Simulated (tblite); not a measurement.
# F6H6Mg: the cost of one run

Programs: tblite 0.8.0 and PySCF 2.14.0. All values are calculated, for the isolated system unless a continuum is named. Atoms count from 0, parts from 1.

### Step 1. Starting point

13 atoms, charge 2, multiplicity 1; geometry: rigid parts in contact. Parts: 1 = atom 0, `[Mg+2]`, charge 2; 2 = atoms 1–2, `F`, charge 0; 3 = atoms 3–4, `F`, charge 0; 4 = atoms 5–6, `F`, charge 0; 5 = atoms 7–8, `F`, charge 0; 6 = atoms 9–10, `F`, charge 0; 7 = atoms 11–12, `F`, charge 0.

### Step 2. Search for minima with GFN2-xTB

Job settings and geometry (Å):

```
{"job": {"kind": "dock", "xc": "GFN2-xTB", "basis": "xTB"}, "charge": 2, "multiplicity": 1, "parts": [{"atoms": "0-0", "charge": 2, "multiplicity": 1}, {"atoms": "1-2", "charge": 0, "multiplicity": 1}, {"atoms": "3-4", "charge": 0, "multiplicity": 1}, {"atoms": "5-6", "charge": 0, "multiplicity": 1}, {"atoms": "7-8", "charge": 0, "multiplicity": 1}, {"atoms": "9-10", "charge": 0, "multiplicity": 1}, {"atoms": "11-12", "charge": 0, "multiplicity": 1}]}
Mg    -1.617013    -0.789796     2.007151
F     -1.219209    -1.323624     0.195312
H     -1.099219    -1.520107    -0.731466
F     -0.889742     0.852283     1.731214
H      0.000811     1.185969     1.893057
F     -1.663174    -2.655650     2.491603
H     -1.701630    -3.570903     2.762605
F     -1.952355    -0.390212     3.856176
H     -2.173176    -0.112258     4.742577
F     -3.432967    -0.607934     1.550110
H     -4.328907    -0.461929     1.255346
F      1.348849     0.353611     2.631259
H      2.267995     0.288762     2.846855
```

Method: GFN2-xTB search for minima from random contacts, gas phase.

Command:

```bash
OMP_NUM_THREADS=1 python cluster_run.py task.json out
```

One launch serves the whole session: the jobs run in the order shown.

**Question.** How long does this first job take on 1 thread of AMD EPYC 9R45, shared host?

About 22 s.
